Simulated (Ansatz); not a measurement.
# Au: a trigonal deformation path

The task here is to estimate one member of a computed series from the others.

Method: DFT PBEsol, scalar-relativistic, plane waves, PAW, in Ansatz 0.2.0.

## The structure to begin with

Symmetry: Im-3m, No. 229, cubic system. Conventional cell: a = 3.315 Å, b = 3.315 Å, c = 3.315 Å, α = 90.00°, β = 90.00°, γ = 90.00°. Au (site symmetry m-3m) is surrounded by 8 Au at 2.87 Å.

Structure file:

```
CELL_PARAMETERS angstrom
-1.65727 1.65727 1.65727
1.65727 -1.65727 1.65727
1.65727 1.65727 -1.65727
ATOMIC_POSITIONS crystal
Au 0.00000 0.00000 0.00000
```

It goes back to an entry of the Materials Project, which need not be the stable form.

The cell is taken as given, not relaxed at this level.

## Zero of energy

The reference gives a free energy of -13007.0445 eV, pressure -9.39 GPa, largest force 0.000 eV/Å and gap on the mesh none (metal). It was computed beforehand with the settings of the runs below.

Set-up of the first run:

At fixed volume and fractional coordinates, lengths along (0.577, 0.577, 0.577) are scaled against those across it; ρ is that ratio over its starting value.

Contents of input.yaml:

```yaml
crystal:
  lattice:
    - [-2.4360327815, 1.7400234154, 1.7400234154]
    - [1.7400234154, -2.4360327815, 1.7400234154]
    - [1.7400234154, 1.7400234154, -2.4360327815]
  atoms:
    - { symbol: Au, position: [0.0, 0.0, 0.0] }
basis:
  ecutwfc: 420
kpoints:
  mp_grid: { grid: [22, 22, 22] }
hamiltonian:
  xc: pbesol
scf:
  occupations: { method: gaussian, width: 0.15 }
output:
  forces: true
  stress: true
  eigenvalues: true
```

Run with:

```sh
ansatz run input.yaml --threads 1 --pin off --max-ram 2560MiB --backend cpu --events-out ev --progress --plain --runs-dir out
```

Among the steps run: Point ρ = 0.500; Point ρ = 2.000; At ρ = 0.710; At ρ = 1.410; ρ = 0.600; ρ = 0.850; At ρ = 1.200; At ρ = 1.700; Point ρ = 0.930; ρ = 1.080.

One of the session's tables, all rows but one given; the rest of the session is left out.

| ρ | ΔE (meV/atom) | pressure (GPa) |
| --- | --- | --- |
| 0.500 | 11318.6 | 261.5 |
| 0.600 | ? | ? |
| 0.710 | 1263.8 | 33.1 |
| 0.850 | 164.8 | -2.1 |
| 0.930 | 26.2 | -8.0 |
| 1.000 | 0.0 | -9.4 |
| 1.080 | 13.9 | -8.2 |
| 1.200 | 57.4 | -4.7 |
| 1.410 | 127.4 | 2.2 |
| 1.700 | 223.3 | 9.3 |
| 2.000 | 261.2 | 11.5 |

Q: Estimate the row for ρ = 0.600 from the others.

Worked estimate for «ΔE (meV/atom)». A straight line through the neighbours (0.500, 11318.6) and (0.710, 1263.8) gives 11318.6 + (1263.8 − 11318.6) × (0.600 − 0.500) / (0.710 − 0.500) = 6530.6; a parabola fitted to 3 rows on both sides gives 5272.5.

The run gave: ΔE (meV/atom): 4176.7; pressure (GPa): 106.8. In «ΔE (meV/atom)» the line misses by +2353.9 and the parabola by +1095.8.
